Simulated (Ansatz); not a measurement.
Below is the output of a Python script on the Python package of Ansatz (0.2.0) that makes a geometry optimisation of CH8ClPSi2, SMILES [SiH3]P[SiH2]CCl. Write a script that gives it. Use: PBE0, def2-SVP basis, multiplicity 1, D3BJ dispersion.

```xyz
13

Si    2.0543   -0.6339   -0.0368
P     0.6956   -0.0386   -1.6644
Si   -0.7433    1.0929   -0.4162
C    -1.5953    0.1012    0.8752
Cl   -2.3987   -1.3108    0.1506
H     3.0407   -1.6112   -0.5550
H     2.7487    0.5667    0.4861
H     1.2645   -1.2552    1.0534
H    -0.0425   -1.2399   -1.7683
H    -0.0074    2.2256    0.2006
H    -1.7359    1.6844   -1.3489
H    -0.9123   -0.2691    1.6439
H    -2.3683    0.6880    1.3798
```

Running `python opt_ch8clpsi2.py` prints:
```text
reference energy    -38706.072342 eV
total energy        -38706.461199 eV
occupied orbitals outside the frozen core (up, down): [37, 37]  frozen: 0  virtual: [89, 89]
pair        before    after (A)
Si0-P1       2.2022   2.2624
Si0-H5       1.4821   1.4929
Si0-H6       1.4822   1.4950
Si0-H7       1.4827   1.4945
P1-Si2       2.2156   2.2553
P1-H8        1.4138   1.4291
Si2-C3       1.8377   1.8992
Si2-H9       1.4849   1.4960
Si2-H10      1.4849   1.4921
C3-Cl4       1.7788   1.7896
C3-H11       1.0929   1.0998
C3-H12       1.0938   1.1005
   atom  mulliken  lowdin
0    Si     0.225   0.198
1     P    -0.265   0.058
2    Si     0.358   0.171
3     C    -0.274  -0.236
4    Cl    -0.153   0.165
5     H    -0.034  -0.068
6     H    -0.043  -0.069
7     H    -0.043  -0.075
8     H     0.053  -0.016
9     H    -0.037  -0.067
10    H    -0.027  -0.063
11    H     0.120  -0.002
12    H     0.120   0.005
dipole (e A): [-0.0282  0.1442  0.2766]
```

One script that gives this output:

The script, `opt_ch8clpsi2.py`:
```python
# -*- coding: utf-8 -*-
import itertools

import ansatz as az
from ase import Atoms
from ase.data import atomic_numbers, covalent_radii
import numpy as np
import pandas as pd

atoms = Atoms(['Si', 'P', 'Si', 'C', 'Cl', 'H', 'H', 'H', 'H', 'H', 'H', 'H', 'H'], positions=[
    (2.0543, -0.6339, -0.0368),
    (0.6956, -0.0386, -1.6644),
    (-0.7433, 1.0929, -0.4162),
    (-1.5953, 0.1012, 0.8752),
    (-2.3987, -1.3108, 0.1506),
    (3.0407, -1.6112, -0.555),
    (2.7487, 0.5667, 0.4861),
    (1.2645, -1.2552, 1.0534),
    (-0.0425, -1.2399, -1.7683),
    (-0.0074, 2.2256, 0.2006),
    (-1.7359, 1.6844, -1.3489),
    (-0.9123, -0.2691, 1.6439),
    (-2.3683, 0.688, 1.3798),
])
geometry = az.Crystal.molecule_from_ase(atoms)

setup = geometry.calculation()
setup = setup.basis(gaussian='def2-SVP')
setup = setup.functional('PBE0', dispersion='d3bj')
symbols = [site.symbol for site in geometry.cartesian_sites]
start = np.array([site.position_ang for site in geometry.cartesian_sites], dtype=float)
summary = setup.relax(force_tolerance=0.005, max_steps=100).run(threads=1, pin='off').report
end = np.array(summary['positions_ang'])

print('reference energy %16.6f eV' % summary['reference_energy_ev'])
print('total energy     %16.6f eV' % summary['free_energy_ev'])
print('occupied orbitals outside the frozen core (up, down):', summary['n_occupied'], ' frozen:', summary['n_frozen'], ' virtual:', summary['n_virtual'])

radius = [covalent_radii[atomic_numbers[s]] for s in symbols]
span = lambda where, i, j: np.linalg.norm(where[i] - where[j])
bonded = [(i, j) for i, j in itertools.combinations(range(len(symbols)), 2) if min(span(start, i, j), span(end, i, j)) < 1.2 * (radius[i] + radius[j])]
print('pair        before    after (A)')
for i, j in bonded:
    print(f'{symbols[i]}{i}-{symbols[j]}{j}'.ljust(10), f'{span(start, i, j):8.4f} {span(end, i, j):8.4f}')

charges = summary['charge_distribution']
table = pd.DataFrame({'atom': symbols, 'mulliken': charges['mulliken_charges_e'], 'lowdin': charges['lowdin_charges_e']})
print(table.round(3).to_string())
print('dipole (e A):', np.round(charges['dipole_moment_e_ang'], 4) + 0.0)
```

Notes:
- Total energies depend on the basis set; only differences at equal settings carry meaning.
- The end point is the stationary point reached from this start; no frequency run checks that it is a minimum, and the basis set is modest.
- The Löwdin charges here are taken after orthogonalising the functions within each atom; they differ from plain Löwdin charges, and their signs can be unphysical.
- Total less reference energy is the dispersion correction.
- Hardware and time: 3.1 min on 1 thread of Arm Neoverse V1, with other jobs on the host, peak memory 0.41 GiB.
